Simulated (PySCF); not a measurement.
# C4H7NSi: the cost of one run

Computed with PySCF 2.14.0, with density-fitted response routines of our own, on a single molecule in the gas phase. Atoms count from 0, in the outputs and in this text.

## 1. The molecule as given

13 atoms, charge 0, multiplicity 1; geometry from: GFN2-xTB. The atoms were then displaced at random by about 0.01 Å, so the start is not that level's minimum.

Bonds of the start (Å): N0–C1 1.14, C1–C2 1.43, C2–C3 1.58, C3–Si4 1.89, Si4–C5 1.91, C5–C2 1.56, C2–H6 1.07, C3–H7 1.10, C3–H8 1.12, Si4–H9 1.44, Si4–H10 1.47, C5–H11 1.08, C5–H12 1.08.

## 2. Geometry optimisation at PBE0-D3(BJ)/def2-SVP

The job: settings as JSON, then the geometry in Å.

```
{"job": {"xc": "PBE0", "basis": "def2-SVP", "d3": "d3bj", "grid": 1, "shake": 0.01, "kind": "geom"}, "charge": 0, "multiplicity": 1}
N     -2.536850    -0.422930     1.726710
C     -1.826610    -0.302480     0.849440
C     -0.877160    -0.166500    -0.210160
C     -0.061330     1.187510    -0.151420
Si     1.584550     0.271850    -0.272790
C      0.326870    -1.146160    -0.058760
H     -1.357050    -0.295960    -1.159250
H     -0.362190     1.873510    -0.950580
H     -0.264590     1.706230     0.815860
H      2.223920     0.342740    -1.565540
H      2.519990     0.492990     0.840360
H      0.323970    -1.946230    -0.790310
H      0.312300    -1.611440     0.916110
```

On the command line:

```
OMP_NUM_THREADS=1 python probes_run.py task.json out
```

This one command runs all jobs of the session in turn.

**Question.** How long does this first job take on 1 thread of Arm Neoverse V1, shared host, and how much memory does it need?

About 66 s, with a peak of 0.49 GiB.
